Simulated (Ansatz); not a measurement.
**C2H3FGe (SMILES C#[C][GeH2][F]): BCCD(T)/cc-pVDZ**

Aim: the electronic atomisation energy of C2H3FGe at BCCD(T)/cc-pVDZ, from 5 runs. 

Program for the calculation: Ansatz 0.2.0.

63 further runs of the same task are left out: 63 set aside as unsound or not needed. Runs told in other sessions of the task aren't counted.

## 1. The molecule

The species is C2H3FGe (7 atoms), meant as a singlet with charge 0. As SMILES, `C#[C][GeH2][F]`. The coordinates come from a PBE0-D4/def2-TZVP relaxation.

Bond lengths: C1–C2 1.205 Å, C2–Ge3 1.891 Å, Ge3–F4 1.737 Å, C1–H5 1.066 Å, Ge3–H6 1.530 Å, Ge3–H7 1.530 Å. Angles: C1–C2–Ge3 178.5°, C2–Ge3–F4 106.8°, C2–C1–H5 179.5°, C2–Ge3–H6 111.0°, C2–Ge3–H7 111.0°, F4–Ge3–H6 106.5°, F4–Ge3–H7 106.5°, H6–Ge3–H7 114.4°.

## 2. The energy at BCCD(T)/cc-pVDZ

Contents of run.yaml:

```yaml
crystal:
  periodic: [false, false, false]
  atoms:
    - {symbol: C, position_ang: [1.589600, -1.011400, 0.749400]}
    - {symbol: C, position_ang: [0.653200, -0.399300, 0.302800]}
    - {symbol: Ge, position_ang: [-0.795200, 0.603200, -0.384600]}
    - {symbol: F, position_ang: [-1.928600, -0.538300, -1.040400]}
    - {symbol: H, position_ang: [2.414700, -1.560800, 1.142300]}
    - {symbol: H, position_ang: [-1.525800, 1.349500, 0.733200]}
    - {symbol: H, position_ang: [-0.346600, 1.489200, -1.548300]}
basis:
  gaussian:
    orbitals: cc-pVDZ
correlation:
  method: bccd_t
  frozen_orbitals: {C: 1, F: 1, Ge: 9, H: 0}
accuracy: high
scf:
  omitted_lower_state_checks: [cluster_reference, increment]
```

On the command line:

```console
$ ansatz run run.yaml --threads 1 --pin off --max-ram 2610MiB --events-out events.jsonl --progress --plain --runs-dir runs
```

The log of the run:

```text
Warning: RAYON_NUM_THREADS=1 ignored (pool sized by the plan → 1); use --threads N
Functional definition: HF
  name "HF"
  exchange = exact_x
  correlation = 0
these checks for a lower state are left out or cut short: cluster_reference, increment
1814 factors; integrals over basis functions are off by at most 4.7e-9 eV
mean field evaluation 1: about -61283.6180 eV, gradient 3.3e1 eV
mean field evaluation 2: about -61283.7489 eV, gradient 3.3e1 eV
mean field evaluation 4: about -61286.3294 eV, gradient 3.0e0 eV
mean field evaluation 8: about -61286.3639 eV, gradient 1.8e-1 eV
mean field evaluation 16: about -61286.3640 eV, gradient 2.2e-8 eV
mean field -61286.36401425 eV, -2252.2323361340 hartree, gradient 2.2e-8 eV, S^2 0.000000; 0 other end points of the search recorded, 0 dependent functions left out
12 core orbitals not correlated: weight in the atoms' cores, before any rotation towards them, 1.000 or more for the frozen orbitals, at most 0.000 for the correlated occupied ones
reference -61286.36401425 eV, -2252.2323361340 hartree; 16, 16 occupied and 56, 56 virtual orbitals, 1814 factors
second order -14.96695852 eV of doubles, -0.00000000 eV of singles
cycle   1  -15.14081637 eV  change   -1.7e-1 eV  update   1.0e-1
cycle   2  -15.56228955 eV  change   -4.2e-1 eV  update   3.4e-2
cycle   3  -15.67802607 eV  change   -1.2e-1 eV  update   1.8e-2
cycle   4  -15.67992913 eV  change   -1.9e-3 eV  update   5.6e-3
cycle   5  -15.68127539 eV  change   -1.3e-3 eV  update   2.2e-3
cycle   6  -15.68267114 eV  change   -1.4e-3 eV  update   6.1e-4
cycle   7  -15.68307481 eV  change   -4.0e-4 eV  update   2.3e-4
cycle   8  -15.68314168 eV  change   -6.7e-5 eV  update   6.4e-5
cycle   9  -15.68317742 eV  change   -3.6e-5 eV  update   2.1e-5
cycle  10  -15.68319288 eV  change   -1.5e-5 eV  update   7.8e-6
cycle  11  -15.68318941 eV  change    3.5e-6 eV  update   3.2e-6
cycle  12  -15.68319108 eV  change   -1.7e-6 eV  update   1.3e-6
cycle  13  -15.68319077 eV  change    3.1e-7 eV  update   5.2e-7
cycle  14  -15.68319062 eV  change    1.5e-7 eV  update   2.1e-7
cycle  15  -15.68319060 eV  change    1.8e-8 eV  update   8.7e-8
cycle  16  -15.68319064 eV  change   -3.4e-8 eV  update   3.7e-8
cycle  17  -15.68319010 eV  change    5.4e-7 eV  update   1.7e-7
cycle  18  -15.68319014 eV  change   -3.8e-8 eV  update   4.4e-8
cycle  19  -15.68319009 eV  change    4.6e-8 eV  update   1.5e-8
cycle  20  -15.68319009 eV  change    5.0e-9 eV  update   5.4e-9
cycle  21  -15.68319008 eV  change    1.9e-9 eV  update   1.7e-9
perturbative correction -0.54758001 eV, -0.0201231941 hartree
Total energy: -61302.59478434 eV, -2252.8288059333 hartree
Checks for a lower state left out: cluster_reference, increment
```

It took 9.3 s on 1 thread of AMD EPYC 9R45 (Zen 5), shared host; peak memory 0.6 GiB.

## 3. The C atom, same level

Contents of input.yaml:

```yaml
crystal:
  periodic: [false, false, false]
  atoms:
    - symbol: C
      position_ang: [0.000000, 0.000000, 0.000000]
basis:
  gaussian: {orbitals: cc-pVDZ}
magnetization: {spin_polarized: true, initial_magnetization: 2}
correlation: {method: bccd_t, frozen_orbitals: {C: 1}}
accuracy: high
scf: {omitted_lower_state_checks: [cluster_reference, increment]}
```

Run the same way, it converges to -37.76037 Eh (log not shown).

## 4. The F atom

Contents of job.yaml:

```yaml
crystal:
  periodic: [false, false, false]
  atoms:
    - {symbol: F, position_ang: [0.000000, 0.000000, 0.000000]}
basis:
  gaussian:
    orbitals: cc-pVDZ
magnetization:
  spin_polarized: true
  initial_magnetization: 1
correlation:
  method: bccd_t
  frozen_orbitals: {F: 1}
accuracy: high
scf:
  omitted_lower_state_checks: [cluster_reference, increment]
```

Run the same way, it converges to -99.52758 Eh (log not shown).

## 5. The Ge atom, same level

Contents of job.yaml:

```yaml
crystal:
  periodic: [false, false, false]
  atoms:
    - {symbol: Ge, position_ang: [0.000000, 0.000000, 0.000000]}
basis:
  gaussian: {orbitals: cc-pVDZ}
magnetization: {spin_polarized: true, initial_magnetization: 2}
correlation: {method: bccd_t, frozen_orbitals: {Ge: 9}}
accuracy: high
scf: {omitted_lower_state_checks: [cluster_reference, increment]}
```

Run the same way, it converges to -2075.36444 Eh (log not shown).

## 6. The H atom: the energy at UHF/cc-pVDZ

Contents of in.yaml:

```yaml
crystal:
  periodic: [false, false, false]
  atoms:
    - symbol: H
      position_ang: [0.000000, 0.000000, 0.000000]
basis:
  gaussian:
    orbitals: cc-pVDZ
magnetization:
  spin_polarized: true
  initial_magnetization: 1
hamiltonian:
  xc: hf
accuracy: high
```

Run the same way, it converges to -0.49928 Eh (log not shown).

## 7. Results

At BCCD(T)/cc-pVDZ, 12 core orbitals frozen:

```
                                              quantity           value
                                molecule: total energy  -2252.82881 Eh
molecule: correlation energy (12 core orbitals frozen)      -596.5 mEh
                              molecule: (T) correction      -20.12 mEh
                                  C atom: total energy    -37.76037 Eh
    C atom: correlation energy (1 core orbital frozen)       -73.8 mEh
                                C atom: (T) correction       -0.94 mEh
             C atom: ⟨S²⟩ of the reference determinant           2.006
                                  F atom: total energy    -99.52758 Eh
    F atom: correlation energy (1 core orbital frozen)      -152.3 mEh
                                F atom: (T) correction       -0.95 mEh
             F atom: ⟨S²⟩ of the reference determinant           0.752
                                 Ge atom: total energy  -2075.36444 Eh
  Ge atom: correlation energy (9 core orbitals frozen)       -72.8 mEh
                               Ge atom: (T) correction       -1.66 mEh
            Ge atom: ⟨S²⟩ of the reference determinant           2.009
                                  H atom: total energy     -0.49928 Eh
                                          H atom: ⟨S²⟩           0.750
                         electronic atomisation energy       24.986 eV
```

Taking the molecule apart into free atoms costs 24.99 eV (2411 kJ/mol), before zero-point energy and without spin-orbit coupling. The triples (molecule) make up 3.4 % of the correlation energy. The triples (C atom) make up 1.3 % of the correlation energy. The triples (F atom) make up 0.6 % of the correlation energy. The triples (Ge atom) make up 2.3 % of the correlation energy.
